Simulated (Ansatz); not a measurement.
LuTlSe2, space group R-3m: cell relaxations under several functionals, run with Ansatz 0.2.0 through its Python package.

Input file `lutlse2.cif`:
```cif
data_LuTlSe2
_cell_length_a 8.088755
_cell_length_b 8.088755
_cell_length_c 8.088755
_cell_angle_alpha 29.20906
_cell_angle_beta 29.20906
_cell_angle_gamma 29.20906
_symmetry_space_group_name_H-M 'P 1'
_symmetry_Int_Tables_number 1
loop_
_symmetry_equiv_pos_as_xyz
'x, y, z'
loop_
_atom_site_label
_atom_site_type_symbol
_atom_site_fract_x
_atom_site_fract_y
_atom_site_fract_z
Lu1 Lu    0.000000    0.000000    0.000000
Tl2 Tl    0.500000    0.500000    0.500000
Se3 Se    0.733132    0.733132    0.733132
Se4 Se    0.266868    0.266868    0.266868
```

Script `lattice_lutlse2.py`:
```python
"""Relaxed cell of LuTlSe2 under several functionals."""

from dataclasses import dataclass

import ansatz
from ase.io import read
import numpy as np


@dataclass(frozen=True)
class Settings:
    cutoff_ev: int = 420
    filling: str = "Fixed"


cfg = Settings()

def edges_and_angles(cell):
    cell = np.asarray(cell)
    a, b, c = np.linalg.norm(cell, axis=1)
    cosines = cell[1] @ cell[2] / (b * c), cell[0] @ cell[2] / (a * c), cell[0] @ cell[1] / (a * b)
    return (a, b, c, *np.degrees(np.arccos(cosines)))


def main() -> None:
    atoms = read("lutlse2.cif")
    system = ansatz.Crystal.from_ase(atoms)

    setup = (
        system.calculation()
        .basis(cfg.cutoff_ev)
        .kpoints(6)
        .occupations(cfg.filling)
        .relax(cell=True)
    )

    levels = [("pbesol", "none"), ("pbesol", "d3bj"), ("lda", "none")]
    print("level            a       b       c    alpha   beta  gamma  V/atom  steps")
    for name, dispersion in levels:
        seen = []
        run = setup.functional(name, dispersion=dispersion).session().plan()
        done = run.execute(on_event=lambda e: seen.append(e) if e["event"] == "relax_step" else None)
        cell = done.lattice.cell_ang
        label = name if dispersion == "none" else f"{name}+{dispersion}"
        print("{:13s} {:7.4f} {:7.4f} {:7.4f} {:6.2f} {:6.2f} {:6.2f}".format(label, *edges_and_angles(cell)), f"{abs(np.linalg.det(cell)) / len(done.lattice.sites):7.3f} {len(seen):5d}")


if __name__ == "__main__":
    main()
```

Rank the levels of theory by the volume of the relaxed cell.

From smallest to largest: PBEsol+D3BJ (25.60 Å³ an atom, -8.2 % against the start), LDA (25.76 Å³ an atom, -7.6 % against the start) and PBEsol (26.80 Å³ an atom, -3.9 % against the start). The spread is 4.7 % in volume.

What the script printed:

```console
$ python lattice_lutlse2.py
level            a       b       c    alpha   beta  gamma  V/atom  steps
pbesol         7.9756  7.9756  7.9756  29.25  29.25  29.25  26.796     5
pbesol+d3bj    7.8775  7.8775  7.8775  29.11  29.11  29.11  25.595     6
lda            7.8684  7.8684  7.8684  29.27  29.27  29.27  25.756     6
```

Caveats:
- Edges and angles are those of the cell as typed, here a primitive one, not of the conventional cell.
- Spin-orbit coupling, which matters for elements this heavy, is left out.
- The structure comes from a database of computed cells and needn't be a stable or known phase.
- It ran for 4.6 min on 1 thread of Arm Neoverse N1, with other jobs on the host, peak memory 0.62 GiB.
